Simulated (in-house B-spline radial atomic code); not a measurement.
# Er⁶⁴⁺: two electrons outside a closed core

Question: what is the low spectrum of Er⁶⁴⁺ as two electrons over the core 1s2?

Method: configuration interaction of two valence electrons in the frozen-core Dirac-Hartree-Fock potential, then with screened core-valence correlation, Breit and QED (CI+MBPT), no-pair Dirac, B-spline basis. Code: an in-house B-spline radial atomic code, version 1.

### Step 1. The atom as given

* element: erbium (Z = 68)
* charge: +64
* core: 1s2
* nucleus: mass number 166, rms radius 5.252 fm

### Step 2. The run, and its levels

Settings of the run, as the program recorded them:

```ini
basis_form = 3
Z = 68
core_configuration = 1s2
rms_radius = 5.2516
mass_number = 166
speed_of_light = 137.035999084
box_radius = 1.364
lmax = 6
intervals = 54
virtual_cutoff = 9248.0
```

On the command line:

```sh
> python run_mb.py task.json out
```

Further steps of the session: Transitions.

Q: Predict the outcome of this session. Wanted: ground level; ionisation energy; first excited level; strongest line from the ground level; largest CI block.

The runs gave:

```
                               quantity                                                              value
                           ground level                                                            2s2 1S0
                      ionisation energy                                       15981 eV (plain CI 16010 eV)
                    first excited level                                             2s2p 3P°0 at 148.67 eV
   strongest line from the ground level                                   2s3p 1P°1, 0.1316 nm, gf = 0.381
                       largest CI block                                                               2746
tabulated theoretical ionisation energy  15971 ± 24 eV (NIST Atomic Spectra Database, ionization energies)
```

In words: 2s2 1S0 lies lowest. Plain CI gives 16010 eV for ionisation, the corrected calculation 15981 eV. The lowest 12 levels have a mean term purity of 0.84, so spin-orbit coupling mixes the terms. The spin-changing line from 2s2p 3P°1 has a rate of 4.17e+09 1/s, against 4.89e+14 1/s for the strongest allowed line to the ground level; rates also scale with the cube of the energy, so the ratio isn't the spin rule alone. The tabulated theoretical ionisation energy is 15971 ± 24 eV, so the final value is off by +0.066 %, within the tabulated uncertainty.
